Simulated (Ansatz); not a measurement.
**C5H5Ga: one species, many methods**

The task here is to estimate one member of a computed series from the others.

The runs use Ansatz 0.2.0, Gaussian basis; functionals in def2-TZVPP, the program's frozen cores in correlated methods.

The runs, in order: LDA (SPW92), PBE-D4, revPBE-D4, BLYP-D4, r2SCAN-D4, B97M-V, PBE0-D4, B3LYP-D4, r2SCANh-D4, r2SCAN0-D4, HSE06-D4, BHLYP-D4, CAM-B3LYP-D4, LC-ωPBE, ωB97X-V, ωB97M-V, B2PLYP, PBE-QIDH; CCSD(T)/def2-SVP; CCSD(T)/def2-TZVPP; MP2/def2-QZVPP; extrapolation to the limit; RPA on PBE.

**Structure used throughout**

All runs share one geometry, relaxed beforehand with PBE0-D4 in a triple-zeta def2 set.

SMILES `C#[C][Ga]([CH3])[C]#C`, 11 atoms, charge 0, spin multiplicity 1.

Atoms are counted from 1 here; the program's logs count them from 0.

Bond lengths: C1–C2 1.209 Å, C1–H7 1.066 Å, C2–Ga3 1.916 Å, Ga3–C4 1.950 Å, Ga3–C5 1.915 Å, C4–H8 1.093 Å, C4–H9 1.093 Å, C4–H10 1.090 Å, C5–C6 1.209 Å, C6–H11 1.066 Å. Angles: C2–C1–H7 179.5°, C1–C2–Ga3 178.3°, C2–Ga3–C4 121.2°, C2–Ga3–C5 116.4°, C4–Ga3–C5 122.5°, Ga3–C4–H8 109.9°, Ga3–C4–H9 109.8°, Ga3–C4–H10 111.8°, H8–C4–H9 107.2°, H8–C4–H10 109.1°, H9–C4–H10 109.0°, Ga3–C5–C6 178.3°, C5–C6–H11 179.5°.

The first run:

Contents of in.yaml:

```yaml
crystal:
  periodic: [false, false, false]
  atoms:
    - {symbol: C, position_ang: [2.865629, 0.180749, -1.122123]}
    - {symbol: C, position_ang: [1.740123, 0.108181, -0.686989]}
    - {symbol: Ga, position_ang: [-0.023947, 0.007694, 0.053078]}
    - {symbol: C, position_ang: [-0.351697, 0.392933, 1.936166]}
    - {symbol: C, position_ang: [-1.425320, -0.486031, -1.154453]}
    - {symbol: C, position_ang: [-2.334131, -0.795216, -1.889187]}
    - {symbol: H, position_ang: [3.855473, 0.242835, -1.513980]}
    - {symbol: H, position_ang: [0.248503, -0.272577, 2.561131]}
    - {symbol: H, position_ang: [-0.041452, 1.415649, 2.163853]}
    - {symbol: H, position_ang: [-1.403028, 0.274479, 2.196479]}
    - {symbol: H, position_ang: [-3.130162, -1.068697, -2.543985]}
basis:
  gaussian: {orbitals: def2-TZVPP}
hamiltonian: {xc: lda}
output: {orbitals: {seedname: orbitals}}
```

Steps of the session up to this table: LDA; PBE-D4 (GGA); revPBE-D4 (GGA); BLYP-D4 (GGA); r2SCAN-D4 (meta-GGA); B97M-V (meta-GGA); PBE0-D4 (hybrid); B3LYP-D4 (hybrid); r2SCANh-D4 (hybrid); r2SCAN0-D4 (hybrid); HSE06-D4 (hybrid); BHLYP-D4 (hybrid); CAM-B3LYP-D4 (range-separated); LC-ωPBE (range-separated); ωB97X-V (range-separated); ωB97M-V (range-separated); B2PLYP (double hybrid); PBE-QIDH (double hybrid).

One table of the session follows, with a row left open; its other results are not shown here.

It belongs to the step «Orbital energies across the functionals». 

```
  functional  HOMO (eV)  LUMO (eV)  gap (eV)
 LDA (SPW92)      -6.93      -2.84      4.09
      PBE-D4          ?          ?         ?
   revPBE-D4      -6.67      -2.43      4.24
     BLYP-D4      -6.57      -2.46      4.11
   r2SCAN-D4      -6.97      -2.35      4.62
      B97M-V      -6.96      -2.42      4.55
     PBE0-D4      -7.95      -1.75      6.20
    B3LYP-D4      -7.70      -1.99      5.71
  r2SCANh-D4      -7.43      -2.07      5.36
  r2SCAN0-D4      -8.11      -1.64      6.47
    HSE06-D4      -7.54      -2.12      5.43
    BHLYP-D4      -9.00      -0.93      8.08
CAM-B3LYP-D4      -9.30      -0.82      8.47
     LC-ωPBE     -10.71       0.33     11.04
     ωB97X-V     -10.30       0.21     10.51
     ωB97M-V     -10.19       0.04     10.22
```

Estimate the missing values for PBE-D4.

As computed: HOMO (eV): -6.74; LUMO (eV): -2.56; gap (eV): 4.18. In the column «HOMO (eV)» it lies between LDA (SPW92) (-6.93) and revPBE-D4 (-6.67).
